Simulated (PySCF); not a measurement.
# CH6BNO2: the cost of one run

Computed with PySCF 2.14.0, with density-fitted response routines of our own, on a single molecule in the gas phase. Atoms count from 0, in the outputs and in this text.

## (1) The starting structure

11 atoms, charge 0, multiplicity 1; geometry from: GFN2-xTB. The atoms were then displaced at random by about 0.01 Å, so the start is not that level's minimum.

Bonds of the start (Å): N0–C1 1.49, C1–B2 1.63, B2–O3 1.32, B2–O4 1.35, N0–H5 1.00, N0–H6 1.04, C1–H7 1.09, C1–H8 1.12, O3–H9 0.99, O4–H10 0.96.

## (2) Relaxing the molecule at PBE0-D3(BJ)/def2-SVP

Job settings and geometry (Å):

```
{"job": {"xc": "PBE0", "basis": "def2-SVP", "d3": "d3bj", "grid": 1, "shake": 0.01, "kind": "geom"}, "charge": 0, "multiplicity": 1}
N      1.689340    -0.041190    -0.450780
C      0.681150    -0.110190     0.642400
B     -0.854090    -0.087080     0.107570
O     -1.409400    -1.248600    -0.175070
O     -1.518360     1.061490    -0.151230
H      1.571320    -0.831130    -1.047890
H      1.467800     0.789640    -1.035090
H      0.927470    -1.019440     1.182030
H      0.897490     0.734130     1.340700
H     -2.332000    -1.157720    -0.513590
H     -1.082600     1.884270     0.085270
```

Launch:

```bash
> OMP_NUM_THREADS=1 python probes_run.py task.json out
```

One launch serves the whole session: the jobs run in the order shown.

Q: Estimate the wall time and peak memory of this first job on 1 thread of Arm Neoverse V1, shared host.

About 76 s, with a peak of 0.41 GiB.
